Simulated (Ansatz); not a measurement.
Geometry optimisation, Ansatz, DFT r2SCAN, scalar-relativistic, plane waves, PAW.

The input (input.yaml):

```yaml
crystal:
  lattice:
    - [0.0, 5.43, 5.43]
    - [5.43, 0.0, 5.43]
    - [5.43, 5.43, 0.0]
  atoms:
    - { symbol: Si, position: [0.0, 0.0, 0.0] }
    - { symbol: Si, position: [0.125, 0.125, 0.125] }
    - { symbol: Si, position: [0.0, 0.0, 0.5] }
    - { symbol: Si, position: [0.125, 0.125, 0.625] }
    - { symbol: Si, position: [0.0, 0.5, 0.0] }
    - { symbol: Si, position: [0.125, 0.625, 0.125] }
    - { symbol: Si, position: [0.0, 0.5, 0.5] }
    - { symbol: Si, position: [0.125, 0.625, 0.625] }
    - { symbol: Si, position: [0.5, 0.0, 0.0] }
    - { symbol: Si, position: [0.625, 0.125, 0.125] }
    - { symbol: Si, position: [0.5, 0.0, 0.5] }
    - { symbol: Si, position: [0.625, 0.125, 0.625] }
    - { symbol: Si, position: [0.5, 0.5, 0.0] }
    - { symbol: Si, position: [0.625, 0.625, 0.125] }
    - { symbol: Si, position: [0.5, 0.5, 0.5] }
    - { symbol: Si, position: [0.625, 0.625, 0.625] }
    - { symbol: Ni, position: [0.31211565, 0.82003441, 0.31141945], spin: 0.8 }
magnetization:
  spin_polarized: true
basis:
  ecutwfc: 500.0
kpoints:
  mp_grid: { grid: [2, 2, 2] }
hamiltonian:
  xc: r2scan
  pseudopotentials: { kind: paw, azcp: { folder: soft_1 } }
scf:
  occupations: { method: gaussian, width: 0.02 }
  lower_state_search: "off"
relax:
  f_tol: 0.03
  max_steps: 60
  adjacent_minimum: "off"
```

Run as:

```bash
$ ansatz run input.yaml --threads 4 --pin off --max-ram 10240MiB --backend cpu --events-out ev --progress --plain --runs-dir out
```

Problem. Where does it end, and by what steps?

Solution. The forces met the threshold. The force dipped under the threshold on the way, but the program's further checks kept it going. Limits of this set-up: coarse k mesh, a small cell, in which the defect meets its images. After 7 steps the energy has fallen by 0.320 eV; Ni17 moved furthest, 0.37 Å.

| step | energy less start (eV) | largest force component (eV/Å) | accepted |
| --- | --- | --- | --- |
| 0 | 0.0000 | 1.341 | yes |
| 1 | -0.2225 | 0.550 | yes |
| 2 | -0.2725 | 0.171 | yes |
| 3 | -0.2818 | 0.118 | yes |
| 4 | -0.3064 | 0.117 | yes |
| 5 | -0.3150 | 0.124 | yes |
| 6 | -0.3201 | 0.027 | yes |
| 7 | -0.3201 | 0.027 | yes |

```xyz
17
Lattice="0.0000 5.4300 5.4300 5.4300 0.0000 5.4300 5.4300 5.4300 0.0000" Properties=species:S:1:pos:R:3
Si 0.018 -0.005 0.018
Si 1.372 1.326 1.372
Si 2.761 2.670 -0.040
Si 4.087 4.028 1.316
Si 2.762 0.040 2.762
Si 4.110 1.393 4.110
Si 5.450 2.729 2.712
Si 6.799 4.085 4.045
Si -0.040 2.671 2.761
Si 1.316 4.028 4.088
Si 2.611 5.322 2.611
Si 3.967 6.684 3.967
Si 2.712 2.729 5.450
Si 4.045 4.085 6.799
Si 5.385 5.476 5.385
Si 6.745 6.796 6.745
Ni 6.345 3.630 6.345
```

Whether the end is a true minimum wasn't checked by a vibrational analysis.

Time of the run: 4.5 min on 4 threads of Arm Neoverse V1 (shared host), peak memory 1.8 GiB.
